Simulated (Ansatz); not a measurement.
# CH₃F₃SZr: how energies converge with the basis set

The task here is to estimate one member of a computed series from the others.

Method: one geometry, several basis sets; program: Ansatz 0.2.0, Gaussian basis.

The runs, in order: PBE0-D4/def2-SVP; ωB97M-V/def2-SVP; PBE0-D4/def2-QZVPP; ωB97M-V/def2-QZVPP; the functionals' def2-TZVPP values are taken from earlier runs.

## The relaxed structure

All runs share one geometry, relaxed beforehand with PBE0-D4 in a triple-zeta def2 set. Zr takes the def2 core potential; no spin-orbit term is included.

SMILES `C[S][Zr]([F])([F])[F]`, 9 atoms, charge 0, spin multiplicity 1.

Atoms are counted from 1 here; the program's logs count them from 0.

Bond lengths: C1–S2 1.829 Å, C1–H7 1.088 Å, C1–H8 1.088 Å, C1–H9 1.098 Å, S2–Zr3 2.410 Å, Zr3–F4 1.900 Å, Zr3–F5 1.893 Å, Zr3–F6 1.900 Å. Angles: S2–C1–H7 108.9°, S2–C1–H8 108.8°, S2–C1–H9 114.3°, H7–C1–H8 110.4°, H7–C1–H9 107.3°, H8–C1–H9 107.2°, C1–S2–Zr3 88.9°, S2–Zr3–F4 108.4°, S2–Zr3–F5 109.4°, S2–Zr3–F6 108.5°, F4–Zr3–F5 111.3°, F4–Zr3–F6 107.9°, F5–Zr3–F6 111.3°.

Set-up of the first run:

The input, in.yaml:

```yaml
crystal:
  periodic: [false, false, false]
  atoms:
    - {symbol: C, position_ang: [0.153873, -1.305603, 0.784699]}
    - {symbol: S, position_ang: [1.421194, -0.648194, -0.357984]}
    - {symbol: Zr, position_ang: [-0.021413, 1.228785, -0.807105]}
    - {symbol: F, position_ang: [-1.669265, 0.570188, -1.487049]}
    - {symbol: F, position_ang: [0.819384, 2.386644, -2.046813]}
    - {symbol: F, position_ang: [-0.379475, 2.118330, 0.833645]}
    - {symbol: H, position_ang: [-0.166539, -2.283441, 0.429793]}
    - {symbol: H, position_ang: [0.586738, -1.387123, 1.780074]}
    - {symbol: H, position_ang: [-0.744497, -0.679586, 0.870750]}
basis:
  gaussian: {orbitals: def2-SVP}
hamiltonian: {xc: pbe0, dispersion: d4}
output: {orbitals: {seedname: orbitals}}
```

Run with:

```console
ansatz run in.yaml --threads 4 --pin off --events-out ev --progress --plain --max-ram 11315MiB
```

Among the steps run: PBE0-D4 in def2-SVP; ωB97M-V in def2-SVP; PBE0-D4 in def2-QZVPP; ωB97M-V in def2-QZVPP.

One table of the session follows, with a row left open; its other results are not shown here.

It belongs to the step «Density functionals: the series». 

| functional | basis | HOMO (eV) |
| --- | --- | --- |
| PBE0-D4 | def2-SVP | -7.62 |
| PBE0-D4 | def2-TZVPP | -7.64 |
| PBE0-D4 | def2-QZVPP | -7.64 |
| ωB97M-V | def2-SVP | -9.72 |
| ωB97M-V | def2-TZVPP | -9.77 |
| ωB97M-V | def2-QZVPP | ? |

Q: Estimate the row for ωB97M-V, def2-QZVPP from the others.

As computed: HOMO (eV): -9.78. In the column «HOMO (eV)» it is the lowest.
